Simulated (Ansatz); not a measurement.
**CH4Ga+ (triplet): wave-function methods side by side, cc-pVDZ**

Aim: climb from Hartree-Fock through coupled cluster and multireference methods for CH4Ga+ (triplet) at one geometry and basis, and see what each rung misses.

The runs use Ansatz 0.2.0, Gaussian basis; cc-pVDZ, core rule «outside noble gas», up to 15 orbitals frozen.

To be run: UHF; CCSD(T) on ROHF; CCSD(T) on UHF; BCCD(T) on ROHF; CISD as a restricted active space (open shells left free, so some higher excitations enter); CCSDT(Q) on ROHF; CCSDT(Q) on UHF; CASSCF and MRCISD+Q, 10 electrons in 10 orbitals; CASSCF and NEVPT2, 10 electrons in 10 orbitals.

20 further runs of the same task are left out: 1 for a known fault of the program, 10 that didn't finish, 9 set aside as unsound or not needed. Runs told in other sessions of the task aren't counted.

**1. The geometry**

The geometry is a PBE0/def2-TZVP stationary point (not a proven minimum) of the parent state, kept for this charge and spin. No spin-orbit coupling is included. The filled d shell of Ga may be among the frozen orbitals whatever the setting's name suggests.

6 atoms, charge 1, spin multiplicity 3.

Atoms are counted from 1 here; the program's logs count them from 0.

Bond lengths: C1–Ga2 1.937 Å, C1–H3 1.087 Å, C1–H4 1.087 Å, Ga2–H5 1.568 Å, Ga2–H6 1.568 Å. Angles: Ga2–C1–H3 123.3°, Ga2–C1–H4 123.3°, H3–C1–H4 113.4°, C1–Ga2–H5 119.3°, C1–Ga2–H6 119.3°, H5–Ga2–H6 121.4°.

**2. UHF**

Contents of in.yaml:

```yaml
crystal:
  periodic: [false, false, false]
  atoms:
    - {symbol: C, position_ang: [0.000000, 0.000000, 1.624086]}
    - {symbol: Ga, position_ang: [0.000000, 0.000000, -0.312766]}
    - {symbol: H, position_ang: [0.000000, 0.908809, 2.221201]}
    - {symbol: H, position_ang: [0.000000, -0.908809, 2.221201]}
    - {symbol: H, position_ang: [0.000000, 1.367663, -1.079987]}
    - {symbol: H, position_ang: [0.000000, -1.367663, -1.079987]}
basis:
  gaussian: {orbitals: cc-pVDZ}
total_charge: 1
magnetization: {spin_polarized: true, initial_magnetization: 2}
hamiltonian: {xc: hf}
output: {orbitals: {seedname: orbitals}}
```

Run with:

```console
ansatz run in.yaml --threads 1 --pin off --events-out ev --progress --plain --max-ram 2393MiB
```

After this run come: CCSD(T) on ROHF; CCSD(T) on UHF; BCCD(T) on ROHF; CISD as a restricted active space (open shells left free, so some higher excitations enter); CCSDT(Q) on ROHF; CCSDT(Q) on UHF; CASSCF and MRCISD+Q, 10 electrons in 10 orbitals; CASSCF and NEVPT2, 10 electrons in 10 orbitals.

**Question.** What will the summary of the whole plan be? Wanted: UCCSDT(Q) from the RHF energy; RMP2 from UCCSDT(Q); UMP2 from UCCSDT(Q); RCCSD from UCCSDT(Q); RCCSD(T) from UCCSDT(Q); UCCSD(T) from UCCSDT(Q); RCCSDT(Q) from UCCSDT(Q); NEVPT2 frontier from UCCSDT(Q); MRCISD+Q frontier from UCCSDT(Q).

As calculated:

```
                         quantity                                                   value
    UCCSDT(Q) from the ROHF energy                                              -5.6214 eV
              RMP2 from UCCSDT(Q)                                             +1267.0 meV
              UMP2 from UCCSDT(Q)                                             +1236.2 meV
             RCCSD from UCCSDT(Q)                                              +164.3 meV
          RCCSD(T) from UCCSDT(Q)                                               +42.6 meV
          UCCSD(T) from UCCSDT(Q)                                               +38.0 meV
         RCCSDT(Q) from UCCSDT(Q)                                                +5.5 meV
   NEVPT2 frontier from UCCSDT(Q)                                              +988.6 meV
 MRCISD+Q frontier from UCCSDT(Q)                                               +52.3 meV
levels within 1 kcal/mol (43 meV)  RCCSD(T), UCCSD(T), BCCD(T), RCCSDT, UCCSDT, RCCSDT(Q)
                    T1 diagnostic                                                   0.037
```

What this shows: RCCSD(T) misses by +42.6 meV, 0.8 % of the correlation energy. Of the multireference levels listed MRCISD+Q frontier comes nearest in total energy (+52.3 meV), which doesn't show that its space is the better one. These misses are within one basis, not against nature; the frozen cores of restricted and unrestricted runs differ, which can shift their rows.
